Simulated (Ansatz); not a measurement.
# MoS2: the cost of one run

Method: DFT LDA+U (U_eff = 4 eV on Mo d), plane waves, PAW, in Ansatz 0.2.0.

## (1) Starting point

The structure is hexagonal, space group P6_3/mmc (No. 194). The conventional cell has a = 3.161 Å, b = 3.161 Å, c = 12.295 Å, α = 90.00°, β = 90.00°, γ = 120.00°. Mo (site symmetry -6m2) is surrounded by 6 S at 2.37 Å. S (site symmetry 3m) has 3 Mo at 2.37 Å as nearest neighbours.

Coordinates:

```cif
data_structure
_symmetry_space_group_name_H-M 'P6_3/mmc'
_symmetry_Int_Tables_number 194
_cell_length_a 3.1610
_cell_length_b 3.1610
_cell_length_c 12.2950
_cell_angle_alpha 90.000
_cell_angle_beta 90.000
_cell_angle_gamma 120.000
_cell_volume 106.39
loop_
_atom_site_label
_atom_site_type_symbol
_atom_site_symmetry_multiplicity
_atom_site_Wyckoff_symbol
_atom_site_fract_x
_atom_site_fract_y
_atom_site_fract_z
_atom_site_occupancy
Mo1 Mo 2 c 0.33333 0.66667 0.25000 1
S1 S 4 f 0.33333 0.66667 0.62750 1
```

## (2) Ferromagnetic start, free, symmetry kept, no search

The input, input.yaml:

```yaml
crystal:
  lattice:
    - [3.16100152, 0.0, 0.0]
    - [-1.58050076, 2.73750762, 0.0]
    - [0.0, 0.0, 12.2949997]
  atoms:
    - { symbol: Mo, position: [0.3333333333, 0.6666666667, 0.25], spin: 2.0 }
    - { symbol: Mo, position: [0.6666666667, 0.3333333333, 0.75], spin: 2.0 }
    - { symbol: S, position: [0.3333333333, 0.6666666667, 0.6275] }
    - { symbol: S, position: [0.6666666667, 0.3333333333, 0.1275] }
    - { symbol: S, position: [0.3333333333, 0.6666666667, 0.8725] }
    - { symbol: S, position: [0.6666666667, 0.3333333333, 0.3725] }
basis:
  ecutwfc: 420
  ecutrho_ratio: 4
kpoints:
  mp_grid: { grid: [7, 7, 2] }
hamiltonian:
  xc: lda
  hubbard:
    sites: [{ site: 0, l: d, u_eff: 4.0 }, { site: 1, l: d, u_eff: 4.0 }]
scf:
  occupations: { method: gaussian, width: 0.05 }
  lower_state_search: "off"
  max_iter: 150
output:
  forces: true
  stress: true
  eigenvalues: true
  populations: true
  hubbard: { sites: [{ site: 0, l: d }, { site: 1, l: d }] }
magnetization:
  spin_polarized: true
```

Command:

```bash
> ansatz run input.yaml --threads 4 --pin off --max-ram 6144MiB --backend cpu --events-out ev --progress --plain --runs-dir out
```

Q: Estimate wall time and peak memory on 4 threads of Arm Neoverse N1, shared host.

About 7.6 s, with a peak of 0.48 GiB.
